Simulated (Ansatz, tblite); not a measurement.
**The cluster Cu₄Te₂+: one state, many levels**

Aim: run the doublet of the cluster Cu₄Te₂+ at one geometry on many levels, and compare frontier levels, spin and run time.

The runs use Ansatz 0.2.0, Gaussian basis; as each input shows.

Levels to be run: GFN1-xTB, GFN2-xTB, PBE-D4/def2-SVP, r2SCAN-D4/def2-SVP, CAM-B3LYP-D4/def2-SVP, r2SCAN0-D4/def2-SVP, LC-ωPBE(0.10)/def2-SVP, LC-ωPBE(0.15)/def2-SVP, LC-ωPBE(0.20)/def2-SVP, LC-ωPBE(0.30)/def2-SVP, MP2/def2-TZVP, RPA/def2-TZVP.

18 further runs of the same task are left out: 9 that didn't finish, 9 set aside as unsound or not needed. Runs told in other sessions of the task aren't counted.

## 1. The relaxed structure

The geometry is that of the doublet, from an earlier relaxation (PBE-D4/def2-SVP). At that level it is the lowest of the isomers that a small search found.

6 atoms, charge 1, spin multiplicity 2.

Bond lengths: Cu1–Te5 2.632 Å, Cu1–Te6 2.630 Å, Cu2–Te5 2.629 Å, Cu2–Te6 2.630 Å, Cu3–Te5 2.629 Å, Cu3–Te6 2.630 Å, Cu4–Te5 2.631 Å, Cu4–Te6 2.631 Å. Angles: Te5–Cu1–Te6 98.9°, Te5–Cu2–Te6 99.0°, Te5–Cu3–Te6 99.0°, Te5–Cu4–Te6 98.9°, Cu1–Te5–Cu2 54.7°, Cu1–Te5–Cu3 54.7°, Cu1–Te5–Cu4 81.1°, Cu2–Te5–Cu3 81.0°, Cu2–Te5–Cu4 54.7°, Cu3–Te5–Cu4 54.7°, Cu1–Te6–Cu2 54.7°, Cu1–Te6–Cu3 54.7°, Cu1–Te6–Cu4 81.1°, Cu2–Te6–Cu3 81.0°, Cu2–Te6–Cu4 54.7°, Cu3–Te6–Cu4 54.7°.

Te takes a core potential in the def2 sets. No spin-orbit coupling is included. The ion is computed in the gas phase, without counter-ions or solvent.

PBE0-D4/def2-SVP was run before; its log isn't repeated, and its numbers join the tables.

## 2. GFN1-xTB

Tight binding, by tblite at 300 K electronic temperature and without a spin-polarisation term:

```python
tblite.interface.Calculator('GFN1-xTB', numbers, positions, charge=1, uhf=1).singlepoint()
```

Energy -688.0589 eV; 0.008 s.

## 3. GFN2-xTB

Tight binding, by tblite at 300 K electronic temperature and without a spin-polarisation term:

```python
tblite.interface.Calculator('GFN2-xTB', numbers, positions, charge=1, uhf=1).singlepoint()
```

Energy -582.3441 eV; 0.009 s.

## 4. PBE-D4/def2-SVP

start.molden holds the orbitals of an earlier run on this state, given as this run's starting guess.

Input file in.yaml:

```yaml
crystal:
  periodic: [false, false, false]
  atoms:
    - {symbol: Cu, position_ang: [-1.251865, 0.121690, -1.158720]}
    - {symbol: Cu, position_ang: [-1.106693, -0.646461, 1.127562]}
    - {symbol: Cu, position_ang: [1.106705, 0.645559, -1.128067]}
    - {symbol: Cu, position_ang: [1.251632, -0.120757, 1.159021]}
    - {symbol: Te, position_ang: [0.419788, -1.845490, -0.645166]}
    - {symbol: Te, position_ang: [-0.419576, 1.845469, 0.645369]}
basis:
  gaussian: {orbitals: def2-SVP, initial_orbitals: start.molden}
total_charge: 1
magnetization: {spin_polarized: true, initial_magnetization: 1}
hamiltonian: {xc: pbe, dispersion: d4}
scf: {omitted_lower_state_checks: [starts]}
output: {orbitals: {seedname: orbitals}}
```

Started as:

```
> ansatz run in.yaml --threads 4 --pin off --events-out ev --progress --plain --max-ram 4787MiB
```

The program printed:

```text
Functional definition: PBE
  name "PBE"
  cite "Perdew, Burke & Ernzerhof, Phys. Rev. Lett. 77, 3865 (1996) doi:10.1103/PhysRevLett.77.3865"
  parent pbe
  parameter kappa = 0.804
  parameter beta = 0.06672455060314922
  exchange = pbe_x(kappa = kappa, mu = beta*pi^2/3)
  correlation = pbe_c(beta = beta)
these checks for a lower state are left out or cut short: starts
2176 factors; their error is unknown
mean field evaluation 1: about -193096.3283 eV, gradient 7.0e0 eV
mean field evaluation 2: about -193096.7381 eV, gradient 5.6e-1 eV
mean field evaluation 4: about -193096.6712 eV, gradient 7.5e-2 eV
mean field evaluation 8: about -193096.6712 eV, gradient 2.1e-5 eV
mean field -193096.67116634 eV, -7096.1717797385 hartree, gradient 2.1e-5 eV, S^2 0.751131; 0 other end points of the search recorded, 0 dependent functions left out
reference -193096.67122448 eV, -7096.1717818748 hartree; 82, 81 occupied and 94, 95 virtual orbitals, 2176 factors
Total energy: -193097.21098950 eV, -7096.1916178737 hartree
Checks for a lower state left out: starts
```

It took 8.5 s on 4 threads of Arm Neoverse V1, shared host.

HOMO -8.98 eV, LUMO -8.63 eV (over both spins); ⟨S²⟩ 0.751 (pure: 0.75).

## 5. r2SCAN-D4/def2-SVP

Changes to in.yaml since step 4:

```diff
@@ -13,4 +13,4 @@
 magnetization: {spin_polarized: true, initial_magnetization: 1}
-hamiltonian: {xc: pbe, dispersion: d4}
+hamiltonian: {xc: r2scan, dispersion: d4}
 scf: {omitted_lower_state_checks: [starts]}
-output: {orbitals: {seedname: orbitals}}
+output: {forces: true, orbitals: {seedname: orbitals}}
```

Same command.

The program printed, cut to the lines that bear on the results:

```text
Functional definition: r2SCAN
  name "r2SCAN"
  cite "Furness, Kaplan, Ning, Perdew & Sun, J. Phys. Chem. Lett. 11, 8208 (2020) doi:10.1021/acs.jpclett.0c02405"
  cite "Furness, Kaplan, Ning, Perdew & Sun, J. Phys. Chem. Lett. 11, 9248 (2020) doi:10.1021/acs.jpclett.0c03077"
  parent r2scan
[...]
2176 factors; their error is unknown
[...]
mean field -193128.56807097 eV, -7097.3439693632 hartree, gradient 1.9e-5 eV, S^2 0.752786; 0 other end points of the search recorded, 0 dependent functions left out
[...]
reference -193128.56812579 eV, -7097.3439713776 hartree; 82, 81 occupied and 94, 95 virtual orbitals, 2176 factors
Total energy: -193128.66299680 eV, -7097.3474578228 hartree
Atom 0 at    -1.251865     0.121690    -1.158720 Å, force     0.224653    -0.023947     0.206720 eV/Å
Atom 1 at    -1.106693    -0.646461     1.127562 Å, force     0.195119     0.114786    -0.198085 eV/Å
Atom 2 at     1.106705     0.645559    -1.128067 Å, force    -0.194929    -0.112871     0.199372 eV/Å
Atom 3 at     1.251632    -0.120757     1.159021 Å, force    -0.224158     0.021975    -0.207346 eV/Å
Atom 4 at     0.419788    -1.845490    -0.645166 Å, force    -0.071565     0.309518     0.107065 eV/Å
Atom 5 at    -0.419576     1.845469     0.645369 Å, force     0.070879    -0.309461    -0.107726 eV/Å
Dipole moment:    -0.000108     0.000014    -0.000101 e Å
Checks for a lower state left out: starts
```

It took 23 s on 4 threads of Arm Neoverse V1, shared host; peak memory 0.59 GiB.

Report: HOMO -9.12 eV, LUMO -8.57 eV (over both spins); ⟨S²⟩ 0.753 (pure: 0.75).

## 6. CAM-B3LYP-D4/def2-SVP

Changes to in.yaml since step 5:

```diff
@@ -13,4 +13,4 @@
 magnetization: {spin_polarized: true, initial_magnetization: 1}
-hamiltonian: {xc: r2scan, dispersion: d4}
+hamiltonian: {xc: {name: CAM-B3LYP}, dispersion: d4}
 scf: {omitted_lower_state_checks: [starts]}
-output: {forces: true, orbitals: {seedname: orbitals}}
+output: {orbitals: {seedname: orbitals}}
```

Same command.

The program printed, cut to the lines that bear on the results:

```text
Functional definition: CAM-B3LYP
  name "CAM-B3LYP"
  cite "Yanai, Tew & Handy, Chem. Phys. Lett. 393, 51 (2004) doi:10.1016/j.cplett.2004.06.011"
  cite "Iikura, Tsuneda, Yanai & Hirao, J. Chem. Phys. 115, 3540 (2001) doi:10.1063/1.1383587"
  cite "Becke, Phys. Rev. A 38, 3098 (1988) doi:10.1103/PhysRevA.38.3098"
  cite "Lee, Yang & Parr, Phys. Rev. B 37, 785 (1988) doi:10.1103/PhysRevB.37.785"
  cite "Vosko, Wilk & Nusair, Can. J. Phys. 58, 1200 (1980) doi:10.1139/p80-159"
[...]
  # Exact exchange under (alpha + beta erf(omega r))/r, Becke's under what is left of 1/r.
[...]
2050 factors; integrals over basis functions are off by at most 7.2e-4 eV
348 factors; integrals over basis functions are off by at most 8.6e-5 eV
[...]
mean field -193133.54087638 eV, -7097.5267165913 hartree, gradient 2.6e-5 eV, S^2 0.758600; 0 other end points of the search recorded, 0 dependent functions left out
reference -193133.54101544 eV, -7097.5267217016 hartree; 82, 81 occupied and 94, 95 virtual orbitals, 2050 factors
Total energy: -193134.03628724 eV, -7097.5449226043 hartree
Checks for a lower state left out: starts
```

It took 19 s on 4 threads of Arm Neoverse V1, shared host; peak memory 1.4 GiB.

HOMO -11.20 eV, LUMO -7.25 eV (over both spins); ⟨S²⟩ 0.759 (pure: 0.75).

## 7. r2SCAN0-D4/def2-SVP

Changes to in.yaml since step 6:

```diff
@@ -13,3 +13,3 @@
 magnetization: {spin_polarized: true, initial_magnetization: 1}
-hamiltonian: {xc: {name: CAM-B3LYP}, dispersion: d4}
+hamiltonian: {xc: {name: r2SCAN0}, dispersion: d4}
 scf: {omitted_lower_state_checks: [starts]}
```

The command is unchanged.

The program printed, cut to the lines that bear on the results:

```text
Functional definition: r2SCAN0
  name "r2SCAN0"
  cite "Bursch, Neugebauer, Ehlert & Grimme, J. Chem. Phys. 156, 134105 (2022) doi:10.1063/5.0086040"
  cite "Furness, Kaplan, Ning, Perdew & Sun, J. Phys. Chem. Lett. 11, 8208 (2020) doi:10.1021/acs.jpclett.0c02405"
  cite "Furness, Kaplan, Ning, Perdew & Sun, J. Phys. Chem. Lett. 11, 9248 (2020) doi:10.1021/acs.jpclett.0c03077"
  parent r2scan
[...]
2050 factors; integrals over basis functions are off by at most 7.2e-4 eV
[...]
mean field -193121.41672675 eV, -7097.0811623103 hartree, gradient 1.7e-5 eV, S^2 0.757592; 0 other end points of the search recorded, 0 dependent functions left out
reference -193121.41676420 eV, -7097.0811636866 hartree; 82, 81 occupied and 94, 95 virtual orbitals, 2050 factors
Total energy: -193121.54614000 eV, -7097.0859181597 hartree
Checks for a lower state left out: starts
```

Run time: 29 s. Hardware: 4 threads of Arm Neoverse V1, shared host; peak memory 1.3 GiB.

HOMO -10.25 eV, LUMO -8.09 eV (over both spins); ⟨S²⟩ 0.758 (pure: 0.75).

## 8. LC-ωPBE(0.10)/def2-SVP

Changes to in.yaml since step 7:

```diff
@@ -13,3 +13,3 @@
 magnetization: {spin_polarized: true, initial_magnetization: 1}
-hamiltonian: {xc: {name: r2SCAN0}, dispersion: d4}
+hamiltonian: {xc: {name: LC-wPBE, parameters: {omega: 0.1/bohr}}}
 scf: {omitted_lower_state_checks: [starts]}
```

The command is unchanged.

The program printed, cut to the lines that bear on the results:

```text
Functional definition: LC-wPBE
  name "LC-wPBE"
  cite "Vydrov & Scuseria, J. Chem. Phys. 125, 234109 (2006) doi:10.1063/1.2409292"
  cite "Heyd & Scuseria, J. Chem. Phys. 120, 7274 (2004) doi:10.1063/1.1668634"
  cite "Ernzerhof & Perdew, J. Chem. Phys. 109, 3313 (1998) doi:10.1063/1.476928"
  cite "Perdew, Burke & Ernzerhof, Phys. Rev. Lett. 77, 3865 (1996) doi:10.1103/PhysRevLett.77.3865"
  parent pbe
[...]
  with omega = 0.1/bohr from the input
[...]
2176 factors; their error is unknown
84 factors; integrals over basis functions are off by at most 3.8e-7 eV
[...]
mean field -193098.09624938 eV, -7096.2241505740 hartree, gradient 2.1e-5 eV, S^2 0.751608; 0 other end points of the search recorded, 0 dependent functions left out
reference -193098.09624953 eV, -7096.2241505794 hartree; 82, 81 occupied and 94, 95 virtual orbitals, 2176 factors
Total energy: -193098.09624953 eV, -7096.2241505794 hartree
Checks for a lower state left out: starts
```

Run time: 15 s. Hardware: 4 threads of Arm Neoverse V1, shared host.

From the report: HOMO -10.37 eV, LUMO -7.31 eV (over both spins); ⟨S²⟩ 0.752 (pure: 0.75).

## 9. LC-ωPBE(0.15)/def2-SVP

Changes to in.yaml since step 8:

```diff
@@ -13,3 +13,3 @@
 magnetization: {spin_polarized: true, initial_magnetization: 1}
-hamiltonian: {xc: {name: LC-wPBE, parameters: {omega: 0.1/bohr}}}
+hamiltonian: {xc: {name: LC-wPBE, parameters: {omega: 0.15/bohr}}}
 scf: {omitted_lower_state_checks: [starts]}
```

The command is unchanged.

The program printed, cut to the lines that bear on the results:

```text
Functional definition: LC-wPBE
  name "LC-wPBE"
  cite "Vydrov & Scuseria, J. Chem. Phys. 125, 234109 (2006) doi:10.1063/1.2409292"
  cite "Heyd & Scuseria, J. Chem. Phys. 120, 7274 (2004) doi:10.1063/1.1668634"
  cite "Ernzerhof & Perdew, J. Chem. Phys. 109, 3313 (1998) doi:10.1063/1.476928"
  cite "Perdew, Burke & Ernzerhof, Phys. Rev. Lett. 77, 3865 (1996) doi:10.1103/PhysRevLett.77.3865"
  parent pbe
[...]
  with omega = 0.15/bohr from the input
[...]
2176 factors; their error is unknown
134 factors; integrals over basis functions are off by at most 6.1e-6 eV
[...]
mean field -193098.48358566 eV, -7096.2383849200 hartree, gradient 1.5e-5 eV, S^2 0.752932; 0 other end points of the search recorded, 0 dependent functions left out
reference -193098.48358573 eV, -7096.2383849222 hartree; 82, 81 occupied and 94, 95 virtual orbitals, 2176 factors
Total energy: -193098.48358573 eV, -7096.2383849222 hartree
Checks for a lower state left out: starts
```

It took 12 s on 4 threads of Arm Neoverse V1, shared host.

HOMO -10.87 eV, LUMO -6.88 eV (over both spins); ⟨S²⟩ 0.753 (pure: 0.75).

## 10. LC-ωPBE(0.20)/def2-SVP

Changes to in.yaml since step 9:

```diff
@@ -13,3 +13,3 @@
 magnetization: {spin_polarized: true, initial_magnetization: 1}
-hamiltonian: {xc: {name: LC-wPBE, parameters: {omega: 0.15/bohr}}}
+hamiltonian: {xc: {name: LC-wPBE, parameters: {omega: 0.2/bohr}}}
 scf: {omitted_lower_state_checks: [starts]}
```

Same command.

The program printed, cut to the lines that bear on the results:

```text
Functional definition: LC-wPBE
  name "LC-wPBE"
  cite "Vydrov & Scuseria, J. Chem. Phys. 125, 234109 (2006) doi:10.1063/1.2409292"
  cite "Heyd & Scuseria, J. Chem. Phys. 120, 7274 (2004) doi:10.1063/1.1668634"
  cite "Ernzerhof & Perdew, J. Chem. Phys. 109, 3313 (1998) doi:10.1063/1.476928"
  cite "Perdew, Burke & Ernzerhof, Phys. Rev. Lett. 77, 3865 (1996) doi:10.1103/PhysRevLett.77.3865"
  parent pbe
[...]
  with omega = 0.2/bohr from the input
[...]
2176 factors; their error is unknown
190 factors; integrals over basis functions are off by at most 3.3e-5 eV
[...]
mean field -193098.93309130 eV, -7096.2549039474 hartree, gradient 2.6e-5 eV, S^2 0.754988; 0 other end points of the search recorded, 0 dependent functions left out
reference -193098.93309133 eV, -7096.2549039487 hartree; 82, 81 occupied and 94, 95 virtual orbitals, 2176 factors
Total energy: -193098.93309133 eV, -7096.2549039487 hartree
Checks for a lower state left out: starts
```

Run time: 13 s. Hardware: 4 threads of Arm Neoverse V1, shared host; peak memory 0.58 GiB.

From the report: HOMO -11.26 eV, LUMO -6.61 eV (over both spins); ⟨S²⟩ 0.755 (pure: 0.75).

## 11. LC-ωPBE(0.30)/def2-SVP

Changes to in.yaml since step 10:

```diff
@@ -13,3 +13,3 @@
 magnetization: {spin_polarized: true, initial_magnetization: 1}
-hamiltonian: {xc: {name: LC-wPBE, parameters: {omega: 0.2/bohr}}}
+hamiltonian: {xc: {name: LC-wPBE, parameters: {omega: 0.3/bohr}}}
 scf: {omitted_lower_state_checks: [starts]}
```

Same command.

The program printed, cut to the lines that bear on the results:

```text
Functional definition: LC-wPBE
  name "LC-wPBE"
  cite "Vydrov & Scuseria, J. Chem. Phys. 125, 234109 (2006) doi:10.1063/1.2409292"
  cite "Heyd & Scuseria, J. Chem. Phys. 120, 7274 (2004) doi:10.1063/1.1668634"
  cite "Ernzerhof & Perdew, J. Chem. Phys. 109, 3313 (1998) doi:10.1063/1.476928"
  cite "Perdew, Burke & Ernzerhof, Phys. Rev. Lett. 77, 3865 (1996) doi:10.1103/PhysRevLett.77.3865"
  parent pbe
[...]
  with omega = 0.3/bohr from the input
[...]
2176 factors; their error is unknown
342 factors; integrals over basis functions are off by at most 1.1e-4 eV
[...]
mean field -193100.08982448 eV, -7096.2974131079 hartree, gradient 1.9e-5 eV, S^2 0.760233; 0 other end points of the search recorded, 0 dependent functions left out
reference -193100.08982450 eV, -7096.2974131085 hartree; 82, 81 occupied and 94, 95 virtual orbitals, 2176 factors
Total energy: -193100.08982450 eV, -7096.2974131085 hartree
Checks for a lower state left out: starts
```

It took 14 s on 4 threads of Arm Neoverse V1, shared host; peak memory 0.68 GiB.

Report: HOMO -11.86 eV, LUMO -6.38 eV (over both spins); ⟨S²⟩ 0.760 (pure: 0.75).

## 12. MP2/def2-TZVP

Changes to in.yaml since step 11:

```diff
@@ -10,6 +10,6 @@
 basis:
-  gaussian: {orbitals: def2-SVP, initial_orbitals: start.molden}
+  gaussian: {orbitals: def2-TZVP, initial_orbitals: start.molden}
 total_charge: 1
 magnetization: {spin_polarized: true, initial_magnetization: 1}
-hamiltonian: {xc: {name: LC-wPBE, parameters: {omega: 0.3/bohr}}}
+correlation: {method: mp2, frozen_orbitals: {Cu: 9, Te: 4}}
 scf: {omitted_lower_state_checks: [starts]}
```

The command is unchanged.

The program printed:

```text
Functional definition: HF
  name "HF"
  cite "Fock, Z. Phys. 61, 126 (1930) doi:10.1007/BF01340294"
  parent pbe
  exchange = exact_x
  correlation = 0
these checks for a lower state are left out or cut short: starts
2852 factors; integrals over basis functions are off by at most 2.1e-4 eV
mean field evaluation 1: about -192916.6800 eV, gradient 1.1e2 eV
mean field evaluation 2: about -192919.6989 eV, gradient 6.7e0 eV
mean field evaluation 4: about -192920.5256 eV, gradient 1.7e-2 eV
mean field evaluation 8: about -192920.5383 eV, gradient 3.0e-6 eV
mean field -192920.53828349 eV, -7089.6990156807 hartree, gradient 3.2e-6 eV, S^2 0.790591; 0 other end points of the search recorded, 0 dependent functions left out
44 core orbitals not correlated: weight in the atoms' cores, before any rotation towards them, 1.000 or more for the frozen orbitals, at most 0.000 for the correlated occupied ones
reference -192920.53828349 eV, -7089.6990156807 hartree; 38, 37 occupied and 198, 199 virtual orbitals, 2852 factors
second order -72.39808975 eV of doubles, -0.00000000 eV of singles
Total energy: -192992.93637324 eV, -7092.3595964058 hartree
Checks for a lower state left out: starts
```

Wall time 45 s (4 threads of Arm Neoverse V1, shared host); peak memory 2.1 GiB.

Report: Hartree-Fock HOMO -12.48 eV, LUMO -5.31 eV (over both spins); ⟨S²⟩ 0.791 (pure: 0.75).

## 13. RPA/def2-TZVP

Changes to in.yaml since step 12:

```diff
@@ -13,4 +13,4 @@
 magnetization: {spin_polarized: true, initial_magnetization: 1}
-correlation: {method: mp2, frozen_orbitals: {Cu: 9, Te: 4}}
+hamiltonian: {xc: pbe}
+correlation: {method: rpa, frozen_orbitals: {Cu: 9, Te: 4}}
 scf: {omitted_lower_state_checks: [starts]}
-output: {orbitals: {seedname: orbitals}}
```

The command is unchanged.

The program printed, cut to the lines that bear on the results:

```text
Functional definition: PBE
  name "PBE"
  cite "Perdew, Burke & Ernzerhof, Phys. Rev. Lett. 77, 3865 (1996) doi:10.1103/PhysRevLett.77.3865"
  parent pbe
[...]
2852 factors; integrals over basis functions are off by at most 2.1e-4 eV
[...]
mean field -193124.06269285 eV, -7097.1783997711 hartree, gradient 2.1e-6 eV, S^2 0.751606; 0 other end points of the search recorded, 0 dependent functions left out
44 core orbitals not correlated: weight in the atoms' cores, before any rotation towards them, 1.000 or more for the frozen orbitals, at most 0.000 for the correlated occupied ones
reference -192913.43279312 eV, -7089.4378937260 hartree; 38, 37 occupied and 198, 199 virtual orbitals, 2852 factors
Total energy: -193003.14975564 eV, -7092.7349312864 hartree
Checks for a lower state left out: starts
```

It took 44 s on 4 threads of Arm Neoverse V1, shared host; peak memory 1.8 GiB.

From the report: ⟨S²⟩ 0.752 (pure: 0.75).

## 14. Levels side by side

```
                 level  functions  HOMO (eV)  LUMO (eV)  gap (eV)   ⟨S²⟩   time
       PBE-D4/def2-SVP        176      -8.98      -8.63      0.35  0.751  8.5 s
    r2SCAN-D4/def2-SVP        176      -9.12      -8.57      0.55  0.753   23 s
      PBE0-D4/def2-SVP        176     -10.09      -8.13      1.97  0.755   16 s
   r2SCAN0-D4/def2-SVP        176     -10.25      -8.09      2.16  0.758   29 s
 CAM-B3LYP-D4/def2-SVP        176     -11.20      -7.25      3.95  0.759   19 s
LC-ωPBE(0.10)/def2-SVP        176     -10.37      -7.31      3.06  0.752   15 s
LC-ωPBE(0.15)/def2-SVP        176     -10.87      -6.88      3.99  0.753   12 s
LC-ωPBE(0.20)/def2-SVP        176     -11.26      -6.61      4.65  0.755   13 s
LC-ωPBE(0.30)/def2-SVP        176     -11.86      -6.38      5.48  0.760   14 s
```

The pieces so far (eV):

```
    basis            HF  MP2 correlation               total
def2-TZVP  -192920.5383         -72.3981  -192992.9364 (MP2)
```

## 15. Outcome

| quantity | value |
| --- | --- |
| gap in def2-SVP, named functionals, smallest and largest | 0.35 eV (PBE-D4), 3.95 eV (CAM-B3LYP-D4) |
| gap over the ω (1/bohr) | 3.06 eV at 0.1, 5.48 eV at 0.3 |
| correlation energy, MP2/def2-TZVP | -72.40 eV |
| ⟨S²⟩ in def2-SVP, named functionals, smallest and largest | 0.751, 0.759 |

Orbital gaps of the named functionals in def2-SVP span 0.35 eV (PBE-D4) to 3.95 eV (CAM-B3LYP-D4); exact exchange widens it. Raising the ω (1/bohr) from 0.1 to 0.3 moves the HOMO by -1.49 eV and the LUMO by +0.92 eV. Over the named functionals in def2-SVP spin contamination reaches 0.01 (CAM-B3LYP-D4), which is small.

The slowest run with a step of its own, MP2/def2-TZVP, took 45 s; the quickest functional in def2-SVP took 8.5 s (shared host).
